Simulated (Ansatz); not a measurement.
# BrFH3NSi2: a ladder of functionals and wavefunction methods

An exercise on one series of results from a longer session: the logs are not shown, and one member is left open.

Computed with Ansatz 0.2.0, Gaussian basis. Level: functionals in def2-TZVPP, the program's frozen cores in correlated methods.

Levels to be run: LDA (SPW92), PBE-D4, revPBE-D4, BLYP-D4, r2SCAN-D4, B97M-V, PBE0-D4, B3LYP-D4, r2SCANh-D4, r2SCAN0-D4, HSE06-D4, BHLYP-D4, CAM-B3LYP-D4, LC-ωPBE, ωB97X-V, ωB97M-V, B2PLYP, PBE-QIDH; CCSD(T)/def2-SVP; CCSD(T)/def2-TZVPP; MP2/def2-QZVPP; extrapolation to the limit; RPA on PBE.

## Structure used throughout

All runs share one geometry, relaxed beforehand with PBE0-D4 in a triple-zeta def2 set.

8 atoms, charge 0, spin multiplicity 1.

Atoms are counted from 1 here; the program's logs count them from 0.

Bond lengths: F1–Si2 1.618 Å, Si2–N4 1.724 Å, Br3–Si5 2.224 Å, N4–Si5 1.733 Å, N4–H6 1.014 Å, Si5–H7 1.480 Å, Si5–H8 1.473 Å. Angles: F1–Si2–N4 98.9°, Si2–N4–Si5 131.4°, Si2–N4–H6 113.8°, Si5–N4–H6 114.7°, Br3–Si5–N4 111.6°, Br3–Si5–H7 106.6°, Br3–Si5–H8 107.5°, N4–Si5–H7 108.7°, N4–Si5–H8 110.0°, H7–Si5–H8 112.4°.

Set-up of the first run:

Input file in.yaml:

```yaml
crystal:
  periodic: [false, false, false]
  atoms:
    - {symbol: F, position_ang: [-0.629373, -2.021866, 1.113545]}
    - {symbol: Si, position_ang: [-0.844348, -0.652386, 1.947605]}
    - {symbol: Br, position_ang: [2.442640, -0.029119, -0.925917]}
    - {symbol: N, position_ang: [-0.340746, 0.474289, 0.743746]}
    - {symbol: Si, position_ang: [0.236003, 0.241453, -0.874271]}
    - {symbol: H, position_ang: [-0.340385, 1.437478, 1.059829]}
    - {symbol: H, position_ang: [-0.058196, 1.459098, -1.662178]}
    - {symbol: H, position_ang: [-0.373396, -0.966147, -1.458159]}
basis:
  gaussian: {orbitals: def2-TZVPP}
hamiltonian: {xc: lda}
output: {orbitals: {seedname: orbitals}}
```

The run is started by

```sh
$ ansatz run in.yaml --threads 4 --pin off --events-out ev --progress --plain --max-ram 10444MiB
```

Among the steps run: LDA; PBE-D4 (GGA); revPBE-D4 (GGA); BLYP-D4 (GGA); r2SCAN-D4 (meta-GGA); B97M-V (meta-GGA); PBE0-D4 (hybrid); B3LYP-D4 (hybrid); r2SCANh-D4 (hybrid); r2SCAN0-D4 (hybrid); HSE06-D4 (hybrid); BHLYP-D4 (hybrid); CAM-B3LYP-D4 (range-separated); LC-ωPBE (range-separated); ωB97X-V (range-separated); ωB97M-V (range-separated); B2PLYP (double hybrid); PBE-QIDH (double hybrid).

One table of the session follows, with a row left open; its other results are not shown here.

It belongs to the step «Orbital energies across the functionals». 

| functional | HOMO (eV) | LUMO (eV) | gap (eV) |
| --- | --- | --- | --- |
| LDA (SPW92) | -6.44 | -2.71 | 3.72 |
| PBE-D4 | -6.31 | -2.53 | 3.78 |
| revPBE-D4 | -6.26 | -2.46 | 3.80 |
| BLYP-D4 | -6.19 | -2.38 | 3.81 |
| r2SCAN-D4 | -6.53 | -2.43 | 4.10 |
| B97M-V | -6.63 | -2.39 | 4.23 |
| PBE0-D4 | -7.46 | -1.71 | 5.74 |
| B3LYP-D4 | ? | ? | ? |
| r2SCANh-D4 | -6.96 | -2.12 | 4.84 |
| r2SCAN0-D4 | -7.60 | -1.65 | 5.94 |
| HSE06-D4 | -7.06 | -2.09 | 4.96 |
| BHLYP-D4 | -8.50 | -0.80 | 7.71 |
| CAM-B3LYP-D4 | -8.79 | -0.62 | 8.17 |
| LC-ωPBE | -10.08 | 0.46 | 10.55 |
| ωB97X-V | -9.76 | 0.38 | 10.14 |
| ωB97M-V | -9.61 | 0.28 | 9.89 |

**Question.** Estimate the row for B3LYP-D4.

Worked estimate for «HOMO (eV)». Against the share of exact exchange, BLYP-D4 (0, -6.19), BHLYP-D4 (0.5, -8.50) give a slope of -4.62 per unit share; at 0.2 the line stands at -7.11.

**Answer.** HOMO (eV): -7.27; LUMO (eV): -1.90; gap (eV): 5.38. In «HOMO (eV)» the line misses by +0.16.
